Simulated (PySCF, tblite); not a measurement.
# C6H6N2: Lewis adducts, NMR shifts

Wanted: Lewis adducts, NMR shifts for C6H6N2 (`C=C(C#N)CCC#N`).

Programs: tblite 0.8.0 and PySCF 2.14.0, with routines of our own; each step states its level. All values are computed. Atoms count from 0.

## 1. The system as given

14 atoms, charge 0, multiplicity 1; geometry from: start built from the parent or by distance geometry.

## 2. Optimising the geometry with GFN2-xTB

What the job is given:

```
{"job": {"kind": "relax", "xc": "GFN2-xTB", "basis": "xTB"}, "charge": 0, "multiplicity": 1}
C     -1.732500    -0.923300    -0.091100
C     -1.009900     0.190100     0.084800
C     -1.436700     1.437100    -0.381600
N     -1.795700     2.496000    -0.798300
C      0.304700     0.128700     0.880200
C      1.533500     0.311100    -0.026200
C      1.770000    -0.853100    -0.885400
N      1.952300    -1.784700    -1.534400
H     -2.684000    -0.885000    -0.625900
H     -1.447800    -1.895400     0.283500
H      0.290300     0.923900     1.619100
H      0.380300    -0.816500     1.427500
H      1.446100     1.219100    -0.614300
H      2.428100     0.451000     0.617900
```

Run with:

```sh
OMP_NUM_THREADS=1 python redox_run.py task.json out
```

One launch serves the whole session: the jobs run in the order shown.

Output:

```text
step      E/eV     max force
  0    -588.65122    5.215
  1    -587.96015   19.450
  2    -588.80569    1.976
  3    -588.82334    1.059
  4    -588.82400    1.899
  5    -588.84378    0.781
  6    -588.84864    0.269
  7    -588.85296    0.205
  8    -588.85394    0.127
  9    -588.85484    0.112
 10    -588.85568    0.138
 11    -588.85651    0.127
 12    -588.85768    0.115
 13    -588.85936    0.138
 14    -588.86128    0.202
 15    -588.86283    0.154
 16    -588.86386    0.109
 17    -588.86480    0.093
 18    -588.86592    0.146
 19    -588.86678    0.135
 20    -588.86725    0.074
 21    -588.86758    0.053
 22    -588.86792    0.087
 23    -588.86827    0.086
 24    -588.86859    0.061
 25    -588.86888    0.058
 26    -588.86923    0.099
 27    -588.86969    0.127
 28    -588.87012    0.095
 29    -588.87037    0.032
 30    -588.87050    0.031
 31    -588.87060    0.054
 32    -588.87070    0.054
 33    -588.87078    0.031
 34    -588.87084    0.020
 35    -588.87089    0.030
 36    -588.87095    0.036
 37    -588.87100    0.025
 38    -588.87103    0.015
 39    -588.87105    0.020
 40    -588.87110    0.037
 41    -588.87117    0.051
 42    -588.87127    0.051
 43    -588.87138    0.029
 44    -588.87148    0.034
 45    -588.87160    0.043
 46    -588.87176    0.056
 47    -588.87192    0.051
 48    -588.87203    0.035
 49    -588.87212    0.020
 50    -588.87222    0.032
 51    -588.87234    0.053
 52    -588.87248    0.053
 53    -588.87258    0.030
 54    -588.87262    0.015
 55    -588.87265    0.020
 56    -588.87268    0.026
 57    -588.87272    0.024
 58    -588.87274    0.014
 59    -588.87276    0.013
 60    -588.87279    0.016
 61    -588.87282    0.023
 62    -588.87284    0.016
 63    -588.87286    0.012
 64    -588.87287    0.011
 65    -588.87289    0.012
 66    -588.87290    0.013
 67    -588.87290    0.006
```

Wall time 0.78 s (1 thread of Arm Neoverse V2, shared host).

The steps of the relaxation: (not every step is listed) (the energy doesn't fall at every step)

```csv
step,energy from step 0 (eV),largest force (eV/Å)
0,0.0000,5.2147
1,0.6911,19.4497
2,-0.1545,1.9763
3,-0.1721,1.0593
4,-0.1728,1.8988
5,-0.1926,0.7814
6,-0.1974,0.2686
7,-0.2017,0.2054
8,-0.2027,0.1274
13,-0.2081,0.1384
18,-0.2147,0.1460
23,-0.2171,0.0864
28,-0.2189,0.0949
33,-0.2196,0.0314
38,-0.2198,0.0153
43,-0.2202,0.0290
48,-0.2208,0.0345
53,-0.2214,0.0303
58,-0.2215,0.0144
62,-0.2216,0.0163
63,-0.2216,0.0120
64,-0.2217,0.0107
65,-0.2217,0.0120
66,-0.2217,0.0132
67,-0.2217,0.0064
```

Distances of close pairs at the start and the end, largest changes first:

```csv
bond,before (Å),after (Å),change (Å)
C2–N3,1.193,1.146,-0.047
C1–C4,1.538,1.506,-0.032
C5–C6,1.466,1.442,-0.025
C1–C2,1.398,1.417,+0.019
C5–H13,1.111,1.093,-0.018
C0–H8,1.092,1.077,-0.015
C5–H12,1.085,1.094,+0.009
C0–C1,1.339,1.330,-0.009
```

The final coordinates are the input of the step that follows.

## 3. Vibrational analysis with GFN2-xTB

What the job is given:

```
{"job": {"kind": "ir", "xc": "GFN2-xTB", "basis": "xTB"}, "charge": 0, "multiplicity": 1}
C     -1.696437    -0.959465    -0.105409
C     -0.973017     0.131948     0.128869
C     -1.354022     1.381455    -0.420796
N     -1.630950     2.407170    -0.850817
C      0.299219     0.152555     0.933894
C      1.515581     0.338401     0.008236
C      1.630505    -0.780865    -0.892872
N      1.695504    -1.685566    -1.587629
H     -2.588323    -0.928204    -0.707765
H     -1.411036    -1.916411     0.297509
H      0.274229     0.980736     1.646938
H      0.395576    -0.784720     1.485639
H      1.409260     1.255110    -0.579907
H      2.432556     0.406911     0.599777
```

Output:

```text
mode    cm-1     km/mol
  1      26.9      7.26
  2      63.2      7.26
  3     129.4      7.03
  4     196.4      5.99
  5     215.3      3.66
  6     326.3      3.08
  7     361.7      0.66
  8     389.6      2.55
  9     524.9      6.82
 10     558.7      5.49
 11     635.4      3.78
 12     714.0      0.62
 13     773.2      5.43
 14     874.5     10.04
 15     909.3      4.39
 16     911.7     20.42
 17     968.6      7.69
 18    1006.2      0.25
 19    1058.5      4.09
 20    1108.9      2.86
 21    1170.3      1.58
 22    1264.9      3.16
 23    1296.6      3.33
 24    1312.2      2.50
 25    1397.7      1.68
 26    1423.7     10.06
 27    1464.9      1.90
 28    1675.5      7.41
 29    2376.6    136.03
 30    2417.2    161.35
 31    2958.4      5.26
 32    2969.4      7.12
 33    2974.7     25.34
 34    2994.3     25.92
 35    3110.0      3.69
 36    3140.8     15.55
ZPE 273.346  H(298)-E 298.037  G(298)-E 186.580 kJ/mol  S 373.83 J/(mol K)
```

Wall time 0.31 s (1 thread of Arm Neoverse V2, shared host).

Which atoms move in the most intense modes:

```csv
cm⁻¹,km/mol,atoms
874,10.0,"C4 24 %, H10 20 %, C5 13 %, N7 11 %"
912,20.4,"H8 36 %, H9 35 %, C0 22 %"
1424,10.1,"H12 46 %, H13 44 %"
2377,136.0,"C2 60 %, N3 39 %"
2417,161.3,"C6 60 %, N7 39 %"
2975,25.3,"H10 68 %, H13 17 %"
2994,25.9,H11 89 %
3141,15.6,"H8 52 %, H9 38 %"
```

## 4. Geometry optimisation at PBE0-D3(BJ)/ma-def2-SVP

The job, as its differences from that of step 3:

```diff
@@ -1,2 +1,2 @@
-{"job": {"kind": "ir", "xc": "GFN2-xTB", "basis": "xTB"}, "charge": 0, "multiplicity": 1}
+{"job": {"xc": "PBE0", "basis": "ma-def2-SVP", "d3": "d3bj", "grid": 1, "kind": "geom"}, "charge": 0, "multiplicity": 1}
 C     -1.696437    -0.959465    -0.105409
```

Output:

```text
step   0  E = -341.05608360  max force = 0.031308
step   1  E = -341.05861474  max force = 0.001943
step   2  E = -341.05864686  max force = 0.000437
step   3  E = -341.05865319  max force = 0.000548
step   4  E = -341.05865466  max force = 0.000270
optimisation converged
```

It took 49 s on 1 thread of Arm Neoverse V2, shared host; peak memory 0.77 GiB.

The steps of the relaxation:

```csv
step,energy from step 0 (eV),largest force component (eV/Å)
0,0.0000,1.6099
1,-0.0689,0.0999
2,-0.0697,0.0225
3,-0.0699,0.0282
4,-0.0700,0.0139
```

Close pairs (by a distance rule), those that changed most:

```csv
bond,before (Å),after (Å),change (Å)
C1–C2,1.417,1.437,+0.019
C5–C6,1.442,1.458,+0.017
C0–H9,1.077,1.092,+0.015
C0–H8,1.077,1.091,+0.015
C6–N7,1.143,1.157,+0.014
C2–N3,1.146,1.160,+0.014
C0–C1,1.330,1.341,+0.011
C5–H12,1.094,1.103,+0.008
```

The next job starts from the end point, and lists it.

```csv
at the end point,value
point group (found at 0.08 Å tolerance),C1
"rotational constants (GHz, main isotopes)","3.213, 1.342, 1.223"
dipole moment (D),4.10
```

## 5. Single point (C6H6N2): wB97X-D3(BJ)/ma-def2-SVP

Geometry: PBE0-D3(BJ)/ma-def2-SVP.

What the job is given:

```
{"job": {"kind": "sp", "xc": "wB97X", "basis": "ma-def2-SVP", "d3": "d3bj", "grid": 2}, "charge": 0, "multiplicity": 1}
C     -1.750833    -0.986006    -0.013488
C     -0.995762     0.108382     0.161460
C     -1.402924     1.365830    -0.401512
N     -1.681411     2.405194    -0.834042
C      0.318862     0.122121     0.897905
C      1.517114     0.365625    -0.031867
C      1.704163    -0.722614    -0.984437
N      1.831149    -1.610667    -1.715128
H     -2.688523    -0.949378    -0.570777
H     -1.436900    -1.947453     0.398980
H      0.308659     0.921010     1.656048
H      0.444903    -0.833116     1.427026
H      1.391086     1.307750    -0.590755
H      2.439481     0.468908     0.560793
```

Output:

```text
coarse grid: 12360 points
cycle   1  E = -341.4330835074  dE =  1.238e+00  |g| = 6.972e-01  |ddm| = 5.789e+00
cycle   2  E = -341.3062115672  dE =  1.269e-01  |g| = 1.110e+00  |ddm| = 2.314e+00
cycle   3  E = -341.5681429571  dE = -2.619e-01  |g| = 4.518e-02  |ddm| = 1.154e+00
cycle   4  E = -341.5689134102  dE = -7.705e-04  |g| = 1.691e-02  |ddm| = 2.233e-01
cycle   5  E = -341.5689823102  dE = -6.890e-05  |g| = 8.754e-03  |ddm| = 5.559e-02
cycle   6  E = -341.5689985689  dE = -1.626e-05  |g| = 3.919e-03  |ddm| = 1.909e-02
cycle   7  E = -341.5690020665  dE = -3.498e-06  |g| = 8.526e-04  |ddm| = 8.275e-03
final grid: 121464 points
cycle   8  E = -341.6009352408  dE = -1.236e-05  |g| = 1.702e-03  |ddm| = 7.001e-02
cycle   9  E = -341.6009355539  dE = -3.131e-07  |g| = 1.488e-03  |ddm| = 1.171e-02
cycle  10  E = -341.6009360076  dE = -4.537e-07  |g| = 4.516e-04  |ddm| = 2.392e-03
cycle  11  E = -341.6009360493  dE = -4.164e-08  |g| = 1.486e-04  |ddm| = 1.026e-03
cycle  12  E = -341.6009360549  dE = -5.677e-09  |g| = 2.079e-05  |ddm| = 6.257e-04
converged SCF energy = -341.6009360549
```

Wall time 13 s (1 thread of Arm Neoverse V2, shared host); peak memory 0.9 GiB.

Orbitals, density, ELF and potential are computed afterwards from the orbital file.

Frontier orbitals at wB97X/ma-def2-SVP, with the share of their density that lies nearest to each atom:

```csv
orbital,energy (eV),lies on
HOMO,-10.83,"C0, C1 about 29 % each; N3 21 %; C2 7 %"
LUMO,0.21,"C0, C1 about 23 % each; N3 14 %; H8, H9 about 10 % each"
```

ELF in a plane through or near 4 of the atoms.

Ten even steps from ' ' (0.00) to '@' (1.00):
```
                                                        
                                                        
                              ..::======::              
                            ..==**%%%%%%**--..          
                            ::++##%%%%%%##==::          
                --**##..    --**##++==##**==::          
              ..%%@@@@%%::  ==##%%%%%%%%++--::          
              ::@@@@@@@@**  ::**--++==##**::..          
              ..**%%@@%%==  ..**%%##**==..              
              ..==++**==::  ::++**++::                  
            ..==%%%%@@**::  --####**--==%%@@@@**        
          ..--**==..--**--  ::##%%##**%%@@@@@@@@..      
          ::==**##******==    --++++**%%@@@@@@@@        
          ::--==**##**==--    ..::------++##**::        
          ..::==++++++--::      ......                  
            ..--====--::                                
                ......                                  
                                                        
                                                        
                                                        
```
The map spans 10.6 Å across and 9.9 Å up, centred on the molecule. Atoms in the plane (x, y in Å): C2 (1.4, 1.4), C6 (-1.7, -0.8), H8 (2.7, -0.9), H12 (-1.4, 1.2).

On the surface of density 0.002 e/bohr³ the electrostatic potential runs, from the 1st to the 99th percentile, from -1.66 V near N7 to 1.59 V near H13.

## 6. Geometry optimisation with GFN2-xTB

This step treats C6H7N2−, `CC(=C=[N-])CCC#N`.

What the job is given:

```
{"job": {"kind": "relax", "xc": "GFN2-xTB", "basis": "xTB"}, "charge": -1, "multiplicity": 1}
C     -1.734600    -0.992100    -0.018800
C     -1.006500     0.117000     0.138400
C     -1.385500     1.358200    -0.398300
N     -1.683900     2.419800    -0.854600
C      0.315600     0.118300     0.909200
C      1.506100     0.363900    -0.040600
C      1.704600    -0.716800    -0.995400
N      1.842600    -1.601700    -1.710100
H     -2.679500    -0.956200    -0.572000
H     -1.446300    -1.950100     0.404300
H      0.301700     0.917000     1.649200
H      0.436500    -0.839800     1.426900
H      1.379900     1.310100    -0.574200
H      2.446900     0.467000     0.551900
H     -2.372900    -0.817400     0.889700
```

Output:

```text
step      E/eV     max force
  0    -606.14704   10.629
  1    -607.15272    4.147
  2    -607.43801    6.438
  3    -607.93595    2.348
  4    -608.09786    1.239
  5    -608.18447    2.877
  6    -608.21846    2.123
  7    -608.25526    0.415
  8    -608.26340    0.305
  9    -608.27347    0.245
 10    -608.27731    0.209
 11    -608.28520    0.235
 12    -608.29264    0.269
 13    -608.30032    0.253
 14    -608.30599    0.194
 15    -608.31105    0.182
 16    -608.31561    0.176
 17    -608.32009    0.159
 18    -608.32387    0.191
 19    -608.32672    0.154
 20    -608.32879    0.113
 21    -608.33053    0.118
 22    -608.33246    0.160
 23    -608.33490    0.190
 24    -608.33761    0.138
 25    -608.34012    0.134
 26    -608.34237    0.120
 27    -608.34465    0.163
 28    -608.34730    0.166
 29    -608.35014    0.125
 30    -608.35262    0.118
 31    -608.35461    0.108
 32    -608.35628    0.112
 33    -608.35779    0.096
 34    -608.35940    0.102
 35    -608.36151    0.145
 36    -608.36459    0.224
 37    -608.36888    0.253
 38    -608.37388    0.183
 39    -608.37842    0.169
 40    -608.38030    0.216
 41    -608.38498    0.262
 42    -608.38907    0.207
 43    -608.39944    0.311
 44    -608.40189    0.124
 45    -608.40614    0.130
 46    -608.40910    0.136
 47    -608.41149    0.205
 48    -608.41425    0.138
 49    -608.41670    0.121
 50    -608.42106    0.149
 51    -608.42411    0.182
 52    -608.43013    0.266
 53    -608.43465    0.124
 54    -608.43686    0.436
 55    -608.44021    0.169
 56    -608.44231    0.167
 57    -608.44775    0.246
 58    -608.45071    0.227
 59    -608.45260    0.214
 60    -608.45502    0.183
 61    -608.45698    0.147
 62    -608.45984    0.170
 63    -608.46278    0.229
 64    -608.46465    0.123
 65    -608.46595    0.107
 66    -608.46745    0.080
 67    -608.46842    0.076
 68    -608.46935    0.062
 69    -608.47009    0.070
 70    -608.47072    0.065
 71    -608.47136    0.070
 72    -608.47231    0.073
 73    -608.47361    0.109
 74    -608.47492    0.093
 75    -608.47597    0.088
 76    -608.47687    0.073
 77    -608.47790    0.090
 78    -608.47889    0.110
 79    -608.47958    0.049
 80    -608.47994    0.043
 81    -608.48013    0.054
 82    -608.48026    0.040
 83    -608.48035    0.020
 84    -608.48038    0.024
 85    -608.48042    0.026
 86    -608.48046    0.024
 87    -608.48050    0.017
 88    -608.48054    0.014
 89    -608.48058    0.017
 90    -608.48065    0.019
 91    -608.48074    0.023
 92    -608.48085    0.028
 93    -608.48093    0.032
 94    -608.48100    0.032
 95    -608.48109    0.026
 96    -608.48123    0.026
 97    -608.48135    0.022
 98    -608.48142    0.020
 99    -608.48146    0.024
100    -608.48150    0.025
101    -608.48157    0.023
102    -608.48164    0.019
103    -608.48170    0.020
104    -608.48175    0.019
105    -608.48182    0.022
106    -608.48191    0.046
107    -608.48203    0.034
108    -608.48212    0.027
109    -608.48216    0.020
110    -608.48219    0.016
111    -608.48221    0.010
```

It took 0.89 s on 1 thread of Arm Neoverse V2, shared host.

Along the way: (not every step is listed)

```csv
step,energy from step 0 (eV),largest force (eV/Å)
0,0.0000,10.6289
1,-1.0057,4.1470
2,-1.2910,6.4377
3,-1.7889,2.3483
4,-1.9508,1.2389
5,-2.0374,2.8773
6,-2.0714,2.1231
7,-2.1082,0.4151
8,-2.1164,0.3054
17,-2.1731,0.1594
26,-2.1953,0.1198
35,-2.2145,0.1446
44,-2.2549,0.1239
53,-2.2876,0.1236
62,-2.3128,0.1696
71,-2.3243,0.0698
80,-2.3329,0.0429
89,-2.3335,0.0171
98,-2.3344,0.0205
106,-2.3349,0.0461
107,-2.3350,0.0336
108,-2.3351,0.0269
109,-2.3351,0.0203
110,-2.3351,0.0158
111,-2.3352,0.0099
```

Distances of close pairs at the start and the end, largest changes first:

```csv
bond,before (Å),after (Å),change (Å)
C0–C1,1.336,1.506,+0.170
C4–C5,1.543,1.611,+0.068
C1–C4,1.530,1.475,-0.056
C1–C2,1.404,1.360,-0.044
C5–C6,1.456,1.421,-0.035
C0–H14,1.124,1.099,-0.025
C5–H13,1.117,1.095,-0.022
C2–N3,1.193,1.173,-0.021
```

The end geometry stands in the next job.

## 7. Infrared spectrum with GFN2-xTB

What the job is given:

```
{"job": {"kind": "ir", "xc": "GFN2-xTB", "basis": "xTB"}, "charge": -1, "multiplicity": 1}
C     -1.701539    -0.893005    -0.089570
C     -1.101537     0.392095     0.415766
C     -1.571385     1.584682    -0.039336
N     -2.019206     2.628403    -0.330788
C      0.274709     0.317238     0.940319
C      1.421426     0.187509    -0.183642
C      1.638033    -1.145400    -0.626331
N      1.844489    -2.238171    -0.939849
H     -2.680635    -0.710668    -0.534407
H     -1.067732    -1.378728    -0.849936
H      0.522623     1.230506     1.491079
H      0.402268    -0.538950     1.614693
H      1.132435     0.819372    -1.026461
H      2.358677     0.562431     0.239524
H     -1.827787    -1.620092     0.724504
```

Output:

```text
mode    cm-1     km/mol
  1      47.4     11.12
  2      76.7     10.56
  3     123.1      5.41
  4     151.2      2.03
  5     172.2      1.61
  6     196.2      8.80
  7     318.7      3.50
  8     372.6      3.20
  9     380.4     17.42
 10     448.0     34.43
 11     513.5     23.40
 12     573.1      5.67
 13     740.5     80.07
 14     767.2    120.77
 15     883.2     16.04
 16     928.6     39.02
 17     994.5     22.05
 18    1021.9      1.07
 19    1047.6      7.77
 20    1101.2      4.50
 21    1149.6     32.18
 22    1241.9     22.42
 23    1254.2     55.29
 24    1302.8     29.16
 25    1388.1     25.57
 26    1408.4     18.19
 27    1430.7      1.89
 28    1474.4      3.13
 29    1503.8      0.51
 30    1532.3      4.27
 31    2263.8   1460.03
 32    2316.5    619.94
 33    2803.5    113.39
 34    2872.8     79.06
 35    2887.8    149.14
 36    2921.8     16.05
 37    2934.5    148.68
 38    2967.7     28.65
 39    2990.9     79.59
ZPE 296.096  H(298)-E 322.705  G(298)-E 207.526 kJ/mol  S 386.31 J/(mol K)
```

Wall time 0.39 s (1 thread of Arm Neoverse V2, shared host).

Which atoms move in the most intense modes:

```csv
cm⁻¹,km/mol,atoms
740,80.1,"C5 35 %, C4 32 %"
767,120.8,"C4 33 %, C0 17 %, N3 13 %"
2264,1460.0,"C2 58 %, N3 30 %"
2316,619.9,"C6 56 %, N7 34 %"
2804,113.4,"H9 81 %, H14 12 %"
2888,149.1,H11 85 %
2934,148.7,"H10 55 %, H13 36 %"
2991,79.6,H8 93 %
```

## 8. Relaxing the molecule at PBE0-D3(BJ)/ma-def2-SVP

This step treats C₆H₇N₂−, `CC(=C=[N-])CCC#N`.

The job, as its differences from that of step 7:

```diff
@@ -1,2 +1,2 @@
-{"job": {"kind": "ir", "xc": "GFN2-xTB", "basis": "xTB"}, "charge": -1, "multiplicity": 1}
+{"job": {"xc": "PBE0", "basis": "ma-def2-SVP", "d3": "d3bj", "grid": 1, "kind": "geom"}, "charge": -1, "multiplicity": 1}
 C     -1.701539    -0.893005    -0.089570
```

Output:

```text
step   0  E = -341.69629125  max force = 0.027762
step   1  E = -341.70055642  max force = 0.004296
step   2  E = -341.70083971  max force = 0.001503
step   3  E = -341.70100315  max force = 0.000845
step   4  E = -341.70107502  max force = 0.000716
step   5  E = -341.70109139  max force = 0.000226
step   6  E = -341.70109340  max force = 0.000129
optimisation converged
```

Run time: 75 s. Hardware: 1 thread of Arm Neoverse V2, shared host; peak memory 0.72 GiB.

The steps of the relaxation:

```csv
step,energy from step 0 (eV),largest force component (eV/Å)
0,0.0000,1.4276
1,-0.1161,0.2209
2,-0.1238,0.0773
3,-0.1282,0.0435
4,-0.1302,0.0368
5,-0.1306,0.0116
6,-0.1307,0.0066
```

Close pairs (by a distance rule), those that changed most:

```csv
bond,before (Å),after (Å),change (Å)
C4–C5,1.611,1.567,-0.044
C5–C6,1.421,1.455,+0.034
C1–C2,1.360,1.384,+0.024
C2–N3,1.173,1.186,+0.014
C4–H11,1.097,1.111,+0.013
C0–H8,1.091,1.104,+0.013
C5–H13,1.095,1.107,+0.013
C1–C4,1.475,1.487,+0.012
```

The final coordinates are the input of the step that follows.

```csv
at the end point,value
point group (found at 0.08 Å tolerance),C1
"rotational constants (GHz, main isotopes)","3.906, 1.143, 1.006"
```

## 9. Single point (C6H7N2−): wB97X-D3(BJ)/ma-def2-SVP

Geometry: PBE0-D3(BJ)/ma-def2-SVP.

What the job is given:

```
{"job": {"kind": "sp", "xc": "wB97X", "basis": "ma-def2-SVP", "d3": "d3bj", "grid": 2}, "charge": -1, "multiplicity": 1}
C     -1.718553    -0.953738    -0.211762
C     -1.092280     0.352145     0.192412
C     -1.604492     1.555115    -0.260635
N     -2.039783     2.594252    -0.631983
C      0.205029     0.362166     0.919502
C      1.504427     0.223714     0.055436
C      1.732840    -1.105767    -0.489095
N      1.936757    -2.181836    -0.873066
H     -2.794266    -0.828642    -0.425430
H     -1.277436    -1.442193    -1.109353
H      0.332429     1.317248     1.460617
H      0.244694    -0.439937     1.686645
H      1.444131     0.941789    -0.777269
H      2.403541     0.476914     0.649920
H     -1.639619    -1.703390     0.602872
```

Output:

```text
coarse grid: 12984 points
cycle   1  E = -342.0788087846  dE =  1.041e+00  |g| = 6.855e-01  |ddm| = 5.923e+00
cycle   2  E = -342.0104435376  dE =  6.837e-02  |g| = 9.733e-01  |ddm| = 3.606e+00
cycle   3  E = -342.2123603344  dE = -2.019e-01  |g| = 8.666e-02  |ddm| = 1.218e+00
cycle   4  E = -342.2142445489  dE = -1.884e-03  |g| = 4.467e-02  |ddm| = 5.189e-01
cycle   5  E = -342.2147924441  dE = -5.479e-04  |g| = 7.333e-03  |ddm| = 2.841e-01
cycle   6  E = -342.2148130110  dE = -2.057e-05  |g| = 3.205e-03  |ddm| = 8.569e-02
cycle   7  E = -342.2148173108  dE = -4.300e-06  |g| = 1.130e-03  |ddm| = 6.562e-02
final grid: 126840 points
cycle   8  E = -342.2467479476  dE = -1.306e-05  |g| = 2.129e-03  |ddm| = 7.110e-02
cycle   9  E = -342.2467481006  dE = -1.530e-07  |g| = 2.268e-03  |ddm| = 2.424e-02
cycle  10  E = -342.2467491807  dE = -1.080e-06  |g| = 4.589e-04  |ddm| = 5.008e-03
cycle  11  E = -342.2467492308  dE = -5.003e-08  |g| = 1.660e-04  |ddm| = 3.931e-03
cycle  12  E = -342.2467492411  dE = -1.029e-08  |g| = 3.799e-05  |ddm| = 2.918e-03
cycle  13  E = -342.2467492419  dE = -8.263e-10  |g| = 2.044e-05  |ddm| = 8.208e-04
converged SCF energy = -342.2467492419
```

It took 13 s on 1 thread of Arm Neoverse V2, shared host; peak memory 0.91 GiB.

(Part 1 of 3 ends here.)
